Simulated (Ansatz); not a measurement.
# UCCSDT/STO-3G run of GeH3 (SMILES [GeH3])

Aim: the vertical doublet–quartet gap of GeH3 at UCCSDT/STO-3G, from 2 runs. 

Program for the calculation: Ansatz 0.2.0.

### Step 1. The structure to begin with

GeH3: 4 atoms, total charge 0, spin state doublet. As SMILES, `[GeH3]`. Geometry: relaxed at PBE0-D4/def2-TZVP.

Bond lengths: Ge1–H2 1.539 Å, Ge1–H3 1.539 Å, Ge1–H4 1.539 Å. Angles: H2–Ge1–H3 111.1°, H2–Ge1–H4 111.1°, H3–Ge1–H4 111.1°.

### Step 2. The energy at UCCSDT/STO-3G

Input file input.yaml:

```yaml
crystal:
  periodic: [false, false, false]
  atoms:
    - {symbol: Ge, position_ang: [0.214600, -0.125900, -0.249400]}
    - {symbol: H, position_ang: [1.055000, 0.109600, 1.018300]}
    - {symbol: H, position_ang: [-0.882800, -1.175900, -0.000100]}
    - {symbol: H, position_ang: [-0.386800, 1.192200, -0.768800]}
basis:
  gaussian: {orbitals: STO-3G}
magnetization: {spin_polarized: true, initial_magnetization: 1}
correlation: {method: ccsdt, frozen_orbitals: {Ge: 9, H: 0}}
accuracy: high
scf: {omitted_lower_state_checks: [cluster_reference, increment]}
```

Run with:

```bash
ansatz run input.yaml --threads 1 --pin off --max-ram 2610MiB --events-out events.jsonl --progress --plain --runs-dir runs
```

Output, shortened:

```text
Warning: RAYON_NUM_THREADS=1 ignored (pool sized by the plan → 1); use --threads N
Functional definition: HF
  name "HF"
[...]
263 factors; integrals over basis functions are off by at most 1.2e-8 eV
[...]
mean field -55876.92859105 eV, -2053.4392509786 hartree, gradient 5.5e-8 eV, S^2 0.753568; 0 other end points of the search recorded, 0 dependent functions left out
9 core orbitals not correlated: weight in the atoms' cores, before any rotation towards them, 1.000 or more for the frozen orbitals, at most 0.000 for the correlated occupied ones
reference -55876.92859105 eV, -2053.4392509786 hartree; 9, 8 occupied and 3, 4 virtual orbitals, 263 factors
second order -0.92372870 eV of doubles, -0.00000000 eV of singles
cycle   1  -1.23421204 eV  change   -3.1e-1 eV  update   4.9e-2
[...]
cycle  24  -1.44180135 eV  change  -7.5e-10 eV  update  5.4e-10
Total energy: -55878.37039240 eV, -2053.4922362009 hartree
Checks for a lower state left out: cluster_reference, increment
```

Wall time 0.62 s (1 thread of Arm Neoverse V1, shared host).

### Step 3. The quartet, same level

Input file input.yaml:

```yaml
crystal:
  periodic: [false, false, false]
  atoms:
    - {symbol: Ge, position_ang: [0.214600, -0.125900, -0.249400]}
    - {symbol: H, position_ang: [1.055000, 0.109600, 1.018300]}
    - {symbol: H, position_ang: [-0.882800, -1.175900, -0.000100]}
    - {symbol: H, position_ang: [-0.386800, 1.192200, -0.768800]}
basis:
  gaussian:
    orbitals: STO-3G
magnetization:
  spin_polarized: true
  initial_magnetization: 3
correlation:
  method: ccsdt
  frozen_orbitals: {Ge: 9, H: 0}
accuracy: high
scf:
  omitted_lower_state_checks: [cluster_reference, increment]
```

Run with:

```bash
ansatz run input.yaml --threads 1 --pin off --max-ram 2610MiB --events-out events.jsonl --progress --plain --runs-dir runs
```

Output:

```text
Warning: RAYON_NUM_THREADS=1 ignored (pool sized by the plan → 1); use --threads N
[... 13 lines left out ...]
9 core orbitals not correlated: weight in the atoms' cores, before any rotation towards them, 1.000 or more for the frozen orbitals, at most 0.000 for the correlated occupied ones
[... 197 lines left out ...]
Total energy: -55866.53832628 eV, -2053.0574157911 hartree
Checks for a lower state left out: cluster_reference, increment
```

Wall time 2.3 s (1 thread of Arm Neoverse V1, shared host).

### Step 4. Outcome

Level: UCCSDT/STO-3G, 9 core orbitals frozen.

```
                                            quantity           value
                               doublet: total energy  -2053.49224 Eh
doublet: correlation energy (9 core orbitals frozen)       -53.0 mEh
          doublet: ⟨S²⟩ of the reference determinant           0.754
                              doublet: T1 diagnostic           0.003
                               quartet: total energy  -2053.05742 Eh
quartet: correlation energy (9 core orbitals frozen)       -43.1 mEh
          quartet: ⟨S²⟩ of the reference determinant           3.754
                              quartet: T1 diagnostic           0.045
    vertical energy of the quartet above the doublet       11.832 eV
```

What this shows: At this shape the quartet lies 11.83 eV (1142 kJ/mol) above the doublet. In a minimal basis such a difference can be off by several eV, whatever the method. The T1 diagnostic (quartet) of 0.045 is above the customary mark for such species, so a single reference may not serve.
